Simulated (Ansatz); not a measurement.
# FH2IO2Ti: the cost of one run

Method: the settings change from run to run; program: Ansatz 0.2.0, Gaussian basis.

## 1. The geometry

An earlier PBE0-D4 in a triple-zeta def2 set relaxation fixed the geometry. I takes a core potential in def2 sets; no spin-orbit term is included.

SMILES `[OH][Ti]([OH])([F])[I]`, 7 atoms, charge 0, spin multiplicity 1.

Atoms are counted from 1 here; the program's logs count them from 0.

Bond lengths: O1–Ti2 1.763 Å, O1–H6 0.958 Å, Ti2–O3 1.771 Å, Ti2–F4 1.752 Å, Ti2–I5 2.587 Å, O3–H7 0.959 Å. Angles: Ti2–O1–H6 141.5°, O1–Ti2–O3 109.8°, O1–Ti2–F4 110.9°, O1–Ti2–I5 108.0°, O3–Ti2–F4 110.0°, O3–Ti2–I5 109.5°, F4–Ti2–I5 108.7°, Ti2–O3–H7 133.4°.

As a file:

```
O    -1.08367    0.19657    0.98736
Ti   -0.00953   -0.08861   -0.38143
O     1.54510   -0.70905    0.19684
F    -0.72343   -1.22155   -1.51095
I     0.35656    2.16814   -1.59263
H    -2.01235    0.27278    1.20809
H     1.98852   -0.68629    1.04703
```

## 2. wB97X-V/def2-TZVPD

The input, in.yaml:

```yaml
crystal:
  periodic: [false, false, false]
  atoms:
    - {symbol: O, position_ang: [-1.083666, 0.196572, 0.987358]}
    - {symbol: Ti, position_ang: [-0.009526, -0.088608, -0.381425]}
    - {symbol: O, position_ang: [1.545096, -0.709048, 0.196836]}
    - {symbol: F, position_ang: [-0.723431, -1.221548, -1.510952]}
    - {symbol: I, position_ang: [0.356560, 2.168143, -1.592632]}
    - {symbol: H, position_ang: [-2.012351, 0.272779, 1.208087]}
    - {symbol: H, position_ang: [1.988518, -0.686287, 1.047028]}
basis:
  gaussian: {orbitals: def2-TZVPD}
hamiltonian: {xc: {name: wB97X-V}}
output: {forces: true}
```

Run with:

```bash
$ ansatz run in.yaml --threads 4 --pin off --events-out ev --progress --plain --max-ram 10444MiB
```

What time and memory should one allow on 4 threads of Arm Neoverse V2, shared host?

About 12 s, with a peak of 1.1 GiB.
